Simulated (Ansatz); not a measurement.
# Molecular dynamics of Li$_{4}$Mn$_{5}$Sn$_{2}$O$_{12}$, charge -1

The input (input.yaml):

```yaml
accuracy: low
crystal:
  lattice:
    - [2.708627, -4.662224, 0.0]
    - [2.708627, 4.662224, 0.0]
    - [-1.743506, 0.0, 10.112476]
  atoms:
    - { symbol: Li, position: [0.671988, 0.834115, 0.744747] }
    - { symbol: Li, position: [0.844295, 0.671433, 0.257732] }
    - { symbol: Li, position: [0.165885, 0.328012, 0.255253] }
    - { symbol: Li, position: [0.914958, 0.085042, 0.5] }
    - { symbol: Mn, position: [0.081177, 0.918823, 0.0], spin: 3.5 }
    - { symbol: Mn, position: [0.51227, 0.004367, 0.256706], spin: 3.5 }
    - { symbol: Mn, position: [0.995633, 0.48773, 0.743294], spin: 3.5 }
    - { symbol: Mn, position: [0.417621, 0.582379, 0.0], spin: 3.5 }
    - { symbol: Mn, position: [0.578188, 0.421812, 0.5], spin: 3.5 }
    - { symbol: Sn, position: [0.24696, 0.75304, 0.5] }
    - { symbol: Sn, position: [0.748322, 0.251678, 0.0] }
    - { symbol: O, position: [0.216174, 0.026013, 0.37445] }
    - { symbol: O, position: [0.973987, 0.783826, 0.62555] }
    - { symbol: O, position: [0.3907, 0.89092, 0.881894] }
    - { symbol: O, position: [0.10908, 0.6093, 0.118106] }
    - { symbol: O, position: [0.526614, 0.700039, 0.38188] }
    - { symbol: O, position: [0.299961, 0.473386, 0.61812] }
    - { symbol: O, position: [0.713335, 0.530636, 0.878107] }
    - { symbol: O, position: [0.469364, 0.286665, 0.121893] }
    - { symbol: O, position: [0.874042, 0.393361, 0.385514] }
    - { symbol: O, position: [0.606639, 0.125958, 0.614486] }
    - { symbol: O, position: [0.026067, 0.211828, 0.876628] }
    - { symbol: O, position: [0.788172, 0.973933, 0.123372] }
magnetization:
  spin_polarized: true
total_charge: -1
basis:
  ecutwfc: 420.0
kpoints:
  mp_grid: { grid: [2, 2, 1] }
hamiltonian:
  xc: pbesol
scf:
  occupations: { method: fermi_dirac, width: 0.05 }
  lower_state_search: "off"
md:
  timestep: 1
  n_steps: 180
  ensemble: nvt_langevin
  temperature: 1200.0
  initial_velocities: maxwell_boltzmann
  seed: 960982
  friction: 0.05
```

Command:

```bash
$ ansatz run input.yaml --threads 2 --pin off --max-ram 5120MiB --backend cpu --events-out ev --progress --plain --runs-dir out
```

It starts from an unrelaxed structure (largest force component 1.46 eV/Å).

Output, in part (step lines):

```
md step     0: t =     0.00 fs  T =  1147.8 K  F+E_penalty+E_count = -38781.33121550 eV  E_kin = 3.412464 eV  (25 SCF iters)
md step     1: t =     1.00 fs  T =  1111.7 K  F+E_penalty+E_count = -38781.31568221 eV  E_kin = 3.305075 eV  (12 SCF iters)
md step     2: t =     2.00 fs  T =  1191.4 K  F+E_penalty+E_count = -38781.27954549 eV  E_kin = 3.542021 eV  (10 SCF iters)
md step     3: t =     3.00 fs  T =  1333.5 K  F+E_penalty+E_count = -38781.23709618 eV  E_kin = 3.964525 eV  (14 SCF iters)
md step     4: t =     4.00 fs  T =  1321.8 K  F+E_penalty+E_count = -38781.18052987 eV  E_kin = 3.929608 eV  (13 SCF iters)
md step     5: t =     5.00 fs  T =  1082.2 K  F+E_penalty+E_count = -38781.10839643 eV  E_kin = 3.217359 eV  (13 SCF iters)
md step     6: t =     6.00 fs  T =   922.2 K  F+E_penalty+E_count = -38781.03649148 eV  E_kin = 2.741796 eV  (13 SCF iters)
md step     7: t =     7.00 fs  T =   872.6 K  F+E_penalty+E_count = -38780.96985437 eV  E_kin = 2.594176 eV  (12 SCF iters)
[... lines left out ...]
md step   180: t =   180.00 fs  T =  1468.2 K  F+E_penalty+E_count = -38779.60365187 eV  E_kin = 4.365036 eV  (16 SCF iters)
```

The steps, from the saved trajectory:

```tsv
time (fs)	T (K)	potential energy less start (eV)
0.0	1148	0.000
6.0	922	0.295
12.0	813	0.611
18.0	1086	0.829
24.0	927	1.353
30.0	613	1.956
36.0	973	2.140
42.0	966	2.263
48.0	918	2.097
54.0	1032	2.026
60.0	1200	2.016
66.0	1388	1.829
72.0	1408	1.515
78.0	1344	1.663
84.0	1240	1.944
90.0	972	2.001
96.0	851	1.779
102.0	823	1.616
108.0	1245	1.319
114.0	1499	1.302
120.0	1279	1.782
126.0	1236	2.369
132.0	796	2.755
138.0	945	2.642
144.0	939	2.223
150.0	1281	2.033
156.0	1353	1.819
162.0	1236	1.414
168.0	1169	1.274
174.0	1113	1.549
180.0	1468	1.728
```

The run went to its last step. A run of 0.18 ps of so small a system gives no equilibrium averages. No Hubbard correction was used and the magnetic state wasn't searched. Limits of this set-up: coarse k mesh, low accuracy level, charged cell in a uniform background, uncorrected.

Mean squared displacements from the first frame to the last, about the centre of mass: Li 0.20 Å², Mn 0.04 Å², Sn 0.03 Å², O 0.07 Å².

Last frame:

```xyz
23
Lattice="2.7086 -4.6622 0.0000 2.7086 4.6622 0.0000 -1.7435 0.0000 10.1125" Properties=species:S:1:pos:R:3
Li 2.214 0.368 7.268
Li 3.607 -1.099 2.249
Li 0.830 0.656 2.511
Li 1.562 -3.926 5.378
Mn 2.775 4.059 -0.319
Mn 0.761 -2.433 2.451
Mn 2.625 -2.317 7.407
Mn 2.663 0.623 -0.153
Mn 1.857 -0.729 4.773
Sn 1.794 2.326 5.062
Sn 2.757 -2.490 0.083
O 0.080 -0.828 3.639
O 3.265 -0.920 6.312
O 2.006 2.184 9.045
O 1.851 2.330 1.093
O 2.590 0.715 3.764
O 0.853 0.907 6.070
O 1.883 -0.837 9.032
O 1.728 -0.621 1.093
O 2.734 -1.992 3.723
O 1.084 -2.293 5.754
O -0.751 0.912 8.740
O 4.608 0.846 1.452
```

The run took 25 min on 2 threads of Arm Neoverse V2, with other jobs on the host, peak memory 0.85 GiB.
